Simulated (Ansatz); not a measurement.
# Tin tetrachloride (SnCl₄): small, medium and large basis sets

The task here is to estimate one member of a computed series from the others.

Method: one geometry, several basis sets; program: Ansatz 0.2.0, Gaussian basis.

Levels to be run: PBE0-D4/def2-SVP; ωB97M-V/def2-SVP; PBE0-D4/def2-QZVPP; ωB97M-V/def2-QZVPP; the functionals' def2-TZVPP values are taken from earlier runs.

3 further runs of the same task are left out: 3 that didn't finish.

**The geometry**

An earlier PBE0-D4 in a triple-zeta def2 set relaxation fixed the geometry. Sn takes the def2 core potential; no spin-orbit term is included.

5 atoms, charge 0, spin multiplicity 1.

Atoms are counted from 1 here; the program's logs count them from 0.

Bond lengths: Cl1–Sn2 2.288 Å, Sn2–Cl3 2.288 Å, Sn2–Cl4 2.288 Å, Sn2–Cl5 2.288 Å. Angles: Cl1–Sn2–Cl3 109.5°, Cl1–Sn2–Cl4 109.5°, Cl1–Sn2–Cl5 109.5°, Cl3–Sn2–Cl4 109.5°, Cl3–Sn2–Cl5 109.5°, Cl4–Sn2–Cl5 109.5°.

The first run:

in.yaml

```yaml
crystal:
  periodic: [false, false, false]
  atoms:
    - {symbol: Cl, position_ang: [-1.086114, -0.176429, 1.993040]}
    - {symbol: Sn, position_ang: [0.009980, -0.014739, -0.008280]}
    - {symbol: Cl, position_ang: [1.909029, -1.288394, 0.057374]}
    - {symbol: Cl, position_ang: [-1.352422, -0.763152, -1.686551]}
    - {symbol: Cl, position_ang: [0.569429, 2.169016, -0.396983]}
basis:
  gaussian: {orbitals: def2-SVP}
hamiltonian: {xc: pbe0, dispersion: d4}
output: {orbitals: {seedname: orbitals}}
```

Command:

```
ansatz run in.yaml --threads 2 --pin off --events-out ev --progress --plain --max-ram 32768MiB --backend cpu
```

Steps of the session up to this table: PBE0-D4 in def2-SVP; ωB97M-V in def2-SVP; PBE0-D4 in def2-QZVPP; ωB97M-V in def2-QZVPP.

One of the session's tables, all rows but one given; the rest of the session is left out.

It belongs to the step «Functionals by basis». 

```
functional       basis  HOMO (eV)  LUMO (eV)
   PBE0-D4    def2-SVP      -9.63      -3.09
   PBE0-D4  def2-TZVPP          ?          ?
   PBE0-D4  def2-QZVPP      -9.79      -3.22
   ωB97M-V    def2-SVP     -11.84      -0.92
   ωB97M-V  def2-TZVPP     -12.05      -1.12
   ωB97M-V  def2-QZVPP     -12.08      -1.20
```

**Question.** Estimate the row for PBE0-D4, def2-TZVPP.

The run gave: HOMO (eV): -9.78; LUMO (eV): -3.19. In the column «HOMO (eV)» it lies between PBE0-D4, def2-QZVPP (-9.79) and PBE0-D4, def2-SVP (-9.63).
